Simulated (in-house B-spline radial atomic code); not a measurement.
# Pt⁹⁺: ionisation energy by several methods

The task here is to estimate one member of a computed series from the others.

Program: in-house B-spline radial atomic code version 1. Level of theory: Dirac-Coulomb, several functionals; spherical all-electron atom at the radial basis limit. These are calculated values, not measurements, unless marked.

## What is computed

* element: platinum (Z = 78)
* charge: +9
* electrons: 69
* configuration: [Xe] 4f14 5d1
* nucleus: Fermi, rms radius 5.427 fm

The outer shells:

[Xe] 4f14 5d1
```
[Xe] core
4f [↑↓][↑↓][↑↓][↑↓][↑↓][↑↓][↑↓]
5d [↑ ][  ][  ][  ][  ]
```

The boxes only draw the filling; these runs are spin-restricted and spherical.

Set-up of the first run:

Settings of the run:

```ini
Z = 78
electrons = 69.0
configuration = [Xe] 4f14 5d1
hamiltonian = dirac
method = pw91,pw91
spin_polarised = False
nucleus = fermi
rms_radius = 5.427
mass_number = 195
atomic_mass = 194.964794325
speed_of_light = 137.035999084
```

Steps of the session up to this table: PW91; PBEsol; BP86; OLYP; exchange-only LDA; LDA (PW92).

One of the session's tables, all rows but one given; the rest of the session is left out.

| method | ΔSCF (eV) | with Breit, QED, recoil (eV) |
| --- | --- | --- |
| exchange-only LDA | 141.90 | 141.89 |
| LDA (PW92) | 143.74 | 143.73 |
| PW91 | 143.47 | 143.46 |
| PBEsol | 143.36 | 143.35 |
| BP86 | 143.38 | 143.37 |
| OLYP | ? | ? |

**Question.** Estimate the row for OLYP.

The run gave: ΔSCF (eV): 143.69; with Breit, QED, recoil (eV): 143.68. In the column «ΔSCF (eV)» it lies between PW91 (143.47) and LDA (PW92) (143.74).
